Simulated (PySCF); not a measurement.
# KN: bond curves at several levels of theory

An exercise on one series of results from a longer session: the logs are not shown, and one member is left open.

Method: K x2c-SVPall, N x2c-SVPall, spin-free X2C with a Gaussian nucleus; program: PySCF 2.14.0.

Set-up of the first run:

Settings of the job:

| Quantity | Value |
| --- | --- |
| atoms | K, N |
| charge | 0 |
| basis | K x2c-SVPall, N x2c-SVPall |
| Hamiltonian | spin-free X2C with a Gaussian nucleus |
| basis functions | 38 |
| electrons treated | 26 |
| masses in u | 38.9637, 14.0031 |
| levels | PBE0, PBE, r²SCAN, PW91, r²SCAN0, MN15, HF, MP2, SCS-MP2, CCSD, CCSD(T) |
| grid | 80 radial by 434 angular points |
| occupations | held fixed by the projection of orbital angular momentum |
| dissociation limit | K + N, each in its ground configuration |
| starting distance in angstrom | 2.600 |
| values of 2S to try | 0, 2, 4 |

Steps of the session up to this table: Input; PBE0 along the bond; Higher solutions at PBE0; PBE (GGA); r²SCAN (meta-GGA); PW91; r²SCAN0; MN15 (hybrid meta-GGA); ROHF; Adding correlation.

One table of the session follows, with a row left open; its other results are not shown here.

It belongs to the step «The curves together». Energy (eV) from each level's lowest point:

```
R (Å)   ROHF  ROHF-MP2  ROHF-SCS-MP2  ROHF-CCSD  ROHF-CCSD(T)
2.259  0.291     0.294         0.302        n/a           n/a
2.364  0.101     0.110         0.115      0.198         0.233
2.469  0.016     0.023         0.025      0.085         0.112
2.548  0.000     0.000         0.000      0.039         0.058
2.627  0.012     0.003         0.000      0.013         0.026
2.706      ?         ?             ?          ?             ?
2.811  0.108     0.069         0.061      0.000         0.000
2.942  0.211     0.147         0.134      0.008         0.004
3.100  0.355     0.259         0.241      0.022         0.021
3.310  0.567     0.426         0.400        n/a           n/a
```

Q: Estimate the row for R (Å) = 2.706 from the others.

Worked estimate for «ROHF». A straight line through the neighbours (2.627, 0.012) and (2.811, 0.108) gives 0.012 + (0.108 − 0.012) × (2.706 − 2.627) / (2.811 − 2.627) = 0.053; a parabola fitted to 4 rows on both sides gives 0.046.

As computed: ROHF: 0.044; ROHF-MP2: 0.023; ROHF-SCS-MP2: 0.018; ROHF-CCSD: 0.002; ROHF-CCSD(T): 0.009. In «ROHF» the line misses by +0.009 and the parabola by +0.002.

State 2 has its PBE0 minimum 0.17 eV higher. The other levels ran on the lowest alone.
